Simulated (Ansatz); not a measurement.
**AlAsH4 (singlet): from Hartree-Fock to the top rungs, cc-pVTZ**

Aim: climb from Hartree-Fock through coupled cluster for AlAsH4 (singlet) at one geometry and basis, and see what each rung misses.

The runs use Ansatz 0.2.0, Gaussian basis; cc-pVTZ, core rule «outside noble gas», up to 19 orbitals frozen.

To be run: UHF; CCSD(T) on RHF; BCCD(T) on RHF; CCSDT(Q) on RHF.

3 further runs of the same task are left out: 3 set aside as unsound or not needed.

### Step 1. What is computed

The geometry is a PBE0/def2-TZVP stationary point (not a proven minimum). No spin-orbit coupling is included. The filled d shell of As may be among the frozen orbitals whatever the setting's name suggests; the logs give the count.

6 atoms, charge 0, spin multiplicity 1.

Atoms are counted from 1 here; the program's logs count them from 0.

Bond lengths: Al1–As2 2.429 Å, Al1–H3 1.587 Å, Al1–H4 1.587 Å, As2–H5 1.522 Å, As2–H6 1.522 Å. Angles: As2–Al1–H3 119.7°, As2–Al1–H4 119.7°, H3–Al1–H4 120.4°, Al1–As2–H5 91.4°, Al1–As2–H6 91.4°, H5–As2–H6 93.5°.

### Step 2. UHF

in.yaml

```yaml
crystal:
  periodic: [false, false, false]
  atoms:
    - {symbol: Al, position_ang: [0.031918, 0.000000, 1.749608]}
    - {symbol: As, position_ang: [-0.038462, 0.000000, -0.678270]}
    - {symbol: H, position_ang: [-0.000011, 1.377251, 2.537113]}
    - {symbol: H, position_ang: [-0.000011, -1.377251, 2.537113]}
    - {symbol: H, position_ang: [1.002266, 1.108594, -0.746352]}
    - {symbol: H, position_ang: [1.002266, -1.108594, -0.746352]}
basis:
  gaussian: {orbitals: cc-pVTZ}
magnetization: {spin_polarized: true, initial_magnetization: 0}
hamiltonian: {xc: hf}
output: {orbitals: {seedname: orbitals}}
```

On the command line:

```
> ansatz run in.yaml --threads 1 --pin off --events-out ev --progress --plain --max-ram 4096MiB --backend cpu
```

After this run come: CCSD(T) on RHF; BCCD(T) on RHF; CCSDT(Q) on RHF.

**Question.** What will the summary of the whole plan be? Wanted: RCCSDT(Q) below the RHF energy; RMP2 from RCCSDT(Q); RCCSD from RCCSDT(Q); RCCSD(T) from RCCSDT(Q); T1 diagnostic.

**Answer**, as computed:

| quantity | value |
| --- | --- |
| RCCSDT(Q) below the RHF energy | -7.5858 eV |
| RMP2 from RCCSDT(Q) | +1353.3 meV |
| RCCSD from RCCSDT(Q) | +290.8 meV |
| RCCSD(T) from RCCSDT(Q) | +42.5 meV |
| levels within 1 kcal/mol (43 meV) | RCCSD(T), BCCD(T), RCCSDT |
| T1 diagnostic | 0.013 |

**Reading.** RCCSD(T) lands +42.5 meV from the yardstick (0.6 % of the correlation energy). These misses are within one basis, not against nature.
